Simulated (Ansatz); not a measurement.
# LiAl2BrO6: the cost of one run

Program: Ansatz 0.2.0. Level of theory: reference: DFT r2SCAN, plane waves, PAW, scalar-relativistic, no spin polarisation. These are calculated values, not measurements.

2 further runs of the same task are left out: 1 that didn't finish, 1 set aside as unsound or not needed.

### Step 1. Starting point

The structure is trigonal, space group P-31m (No. 162). The conventional cell has a = 5.248 Å, b = 5.248 Å, c = 7.364 Å, α = 90.00°, β = 90.00°, γ = 120.00°. Around Li (site symmetry -3m) lie 6 O at 2.15 Å. Al (site symmetry 32) has 6 O at 1.94 Å as nearest neighbours. O (site symmetry m) has 2 Al at 1.94 Å and 1 Li at 2.15 Å as nearest neighbours. Br (site symmetry -3m) has 6 O at 3.31 Å and 2 Li at 3.68 Å as nearest neighbours.

As a file:

```
Li Al O Br
1.0
     5.24778    0.00000    0.00000
    -2.62389    4.54471    0.00000
     0.00000    0.00000    7.36402
Li Al O Br
1 2 6 1
Direct
  0.00000 0.00000 0.00000
  0.33330 0.66670 0.00000
  0.66670 0.33330 0.00000
  0.00000 0.63615 0.13340
  0.36385 0.36385 0.13340
  0.63615 0.00000 0.13340
  0.36385 0.00000 0.86660
  0.63615 0.63615 0.86660
  0.00000 0.36385 0.86660
  0.00000 0.00000 0.50000
```

### Step 2. Reference

File input.yaml:

```yaml
crystal:
  lattice:
    - [5.247776, 0.0, 0.0]
    - [-2.623888, 4.544711, 0.0]
    - [0.0, 0.0, 7.364016]
  atoms:
    - { symbol: Li, position: [0.0, 0.0, 0.0] }
    - { symbol: Al, position: [0.3333, 0.6667, 0.0] }
    - { symbol: Al, position: [0.6667, 0.3333, 0.0] }
    - { symbol: O, position: [0.0, 0.63615, 0.1334] }
    - { symbol: O, position: [0.36385, 0.36385, 0.1334] }
    - { symbol: O, position: [0.63615, 0.0, 0.1334] }
    - { symbol: O, position: [0.36385, 0.0, 0.8666] }
    - { symbol: O, position: [0.63615, 0.63615, 0.8666] }
    - { symbol: O, position: [0.0, 0.36385, 0.8666] }
    - { symbol: Br, position: [0.0, 0.0, 0.5] }
  symmetry: { tolerance: 0.0003 }
kpoints:
  mp_grid: { grid: [4, 4, 3], shift: [0, 0, 0] }
magnetization:
  spin_polarized: false
scf:
  occupations: { method: fermi_dirac }
hamiltonian:
  pseudopotentials: { kind: paw }
  xc: r2scan
total_charge: -1
basis:
  ecutwfc: 500
output:
  forces: true
  stress: true
  eigenvalues: true
  write_density: true
  write_potential: true
  elf: true
  volumetric_format: npy
```

Command:

```
$ ansatz run input.yaml --threads 1 --pin off --max-ram 2560MiB --backend cpu --events-out ev --progress --plain --runs-dir out
```

Q: Estimate wall time and peak memory on 1 thread of Arm Neoverse V1, shared host.

About 21 s, with a peak of 0.78 GiB.
